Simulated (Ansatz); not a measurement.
**AlSbH3F (SMILES [F][AlH][SbH2]): BHLYP/def2-SVP (core potential)**

What is the vertical ionisation energy of AlSbH3F at BHLYP/def2-SVP (core potential)? 

The calculation is run with Ansatz 0.2.0.

60 further runs of the same task are left out: 60 set aside as unsound or not needed.

## Step 1: The molecule

The species is AlSbH3F (6 atoms), meant as a singlet with charge 0. As SMILES, `[F][AlH][SbH2]`. Geometry: relaxed at PBE0-D4/def2-TZVP. This is one conformer, not always the lowest.

Bond lengths: F1–Al2 1.653 Å, Al2–Sb3 2.636 Å, Al2–H4 1.582 Å, Sb3–H5 1.710 Å, Sb3–H6 1.709 Å. Angles: F1–Al2–Sb3 116.3°, F1–Al2–H4 116.4°, Sb3–Al2–H4 127.3°, Al2–Sb3–H5 88.3°, Al2–Sb3–H6 87.8°, H5–Sb3–H6 91.6°.

## Step 2: A single-point energy at BHLYP/def2-SVP (core potential)

Input file run.yaml:

```yaml
crystal:
  periodic: [false, false, false]
  atoms:
    - {symbol: F, position_ang: [-1.114600, -1.632400, 1.262300]}
    - {symbol: Al, position_ang: [-0.336100, -1.039300, -0.069800]}
    - {symbol: Sb, position_ang: [1.279900, 1.003700, 0.334800]}
    - {symbol: H, position_ang: [-0.594800, -1.800700, -1.431700]}
    - {symbol: H, position_ang: [0.842100, 1.592000, -1.209900]}
    - {symbol: H, position_ang: [-0.034400, 1.812900, 1.068100]}
basis:
  gaussian:
    orbitals: def2-SVP
hamiltonian:
  xc: {name: BHLYP}
accuracy: high
output: {orbitals: {seedname: orbitals}}
```

Command:

```
$ ansatz run run.yaml --threads 1 --pin off --max-ram 3480MiB --events-out events.jsonl --progress --plain --runs-dir runs
```

What it wrote:

```text
Warning: RAYON_NUM_THREADS=1 ignored (pool sized by the plan → 1); use --threads N
Functional definition: BHLYP
  name "BHLYP"
  parameter a = 0.5
  exchange = (1 - a)*b88_x + a*exact_x
  correlation = lyp_c
1642 factors; integrals over basis functions are off by at most 3.6e-9 eV
mean field evaluation 1: about -15892.8909 eV, gradient 3.3e1 eV
mean field evaluation 2: about -15892.0792 eV, gradient 4.3e1 eV
mean field evaluation 4: about -15894.7455 eV, gradient 9.0e-1 eV
mean field evaluation 8: about -15894.8974 eV, gradient 8.5e-2 eV
mean field evaluation 16: about -15894.8974 eV, gradient 1.4e-5 eV
mean field -15894.89742978 eV, -584.1267065961 hartree, gradient 4.6e-8 eV, S^2 0.000000; 0 other end points of the search recorded, 0 dependent functions left out
reference -15894.89745655 eV, -584.1267075799 hartree; 24, 24 occupied and 49, 49 virtual orbitals, 1642 factors
Total energy: -15894.89745655 eV, -584.1267075799 hartree
```

Run time: 7.8 s. Hardware: 1 thread of Arm Neoverse V1, shared host; peak memory 0.23 GiB.

## Step 3: The doublet cation, same level

Input file in.yaml:

```yaml
crystal:
  periodic: [false, false, false]
  atoms:
    - {symbol: F, position_ang: [-1.114600, -1.632400, 1.262300]}
    - {symbol: Al, position_ang: [-0.336100, -1.039300, -0.069800]}
    - {symbol: Sb, position_ang: [1.279900, 1.003700, 0.334800]}
    - {symbol: H, position_ang: [-0.594800, -1.800700, -1.431700]}
    - {symbol: H, position_ang: [0.842100, 1.592000, -1.209900]}
    - {symbol: H, position_ang: [-0.034400, 1.812900, 1.068100]}
basis:
  gaussian:
    orbitals: def2-SVP
total_charge: 1
magnetization:
  spin_polarized: true
  initial_magnetization: 1
hamiltonian:
  xc: {name: BHLYP}
accuracy: high
output:
  orbitals: {seedname: orbitals}
```

Command:

```
$ ansatz run in.yaml --threads 1 --pin off --max-ram 3480MiB --events-out events.jsonl --progress --plain --runs-dir runs
```

What it wrote:

```text
Warning: RAYON_NUM_THREADS=1 ignored (pool sized by the plan → 1); use --threads N
Functional definition: BHLYP
  name "BHLYP"
  parameter a = 0.5
  exchange = (1 - a)*b88_x + a*exact_x
  correlation = lyp_c
1642 factors; integrals over basis functions are off by at most 3.6e-9 eV
mean field evaluation 1: about -15878.1878 eV, gradient 4.6e1 eV
mean field evaluation 2: about -15844.1224 eV, gradient 1.0e2 eV
mean field evaluation 4: about -15885.6139 eV, gradient 1.7e0 eV
mean field evaluation 8: about -15885.6831 eV, gradient 2.1e-1 eV
mean field evaluation 16: about -15885.6867 eV, gradient 2.9e-3 eV
mean field evaluation 32: about -15885.6867 eV, gradient 8.1e-8 eV
mean field -15885.68667960 eV, -583.7882177701 hartree, gradient 8.2e-8 eV, S^2 0.763917; 2 other end points of the search recorded, 0 dependent functions left out
reference -15885.68670666 eV, -583.7882187647 hartree; 24, 23 occupied and 49, 50 virtual orbitals, 1642 factors
Total energy: -15885.68670666 eV, -583.7882187647 hartree
```

Run time: 15 s. Hardware: 1 thread of Arm Neoverse V1, shared host; peak memory 0.34 GiB.

## Step 4: Outcome

At BHLYP/def2-SVP (core potential):

```
                                          quantity          value
                     singlet AlSbH3F: total energy  -584.12671 Eh
                      singlet AlSbH3F: HOMO energy       -7.97 eV
                      singlet AlSbH3F: LUMO energy       -0.59 eV
                    singlet AlSbH3F: HOMO–LUMO gap        7.39 eV
                      doublet cation: total energy  -583.78822 Eh
doublet cation: HOMO energy (highest over α and β)      -15.09 eV
 doublet cation: LUMO energy (lowest over α and β)      -10.46 eV
                              doublet cation: ⟨S²⟩          0.764
vertical ionisation energy (to the doublet cation)       9.211 eV
```

In words: The vertical ionisation energy comes to 9.21 eV (212 kcal/mol). −ε(HOMO) before ionisation, 7.97 eV, is 1.24 eV below this ionisation energy.
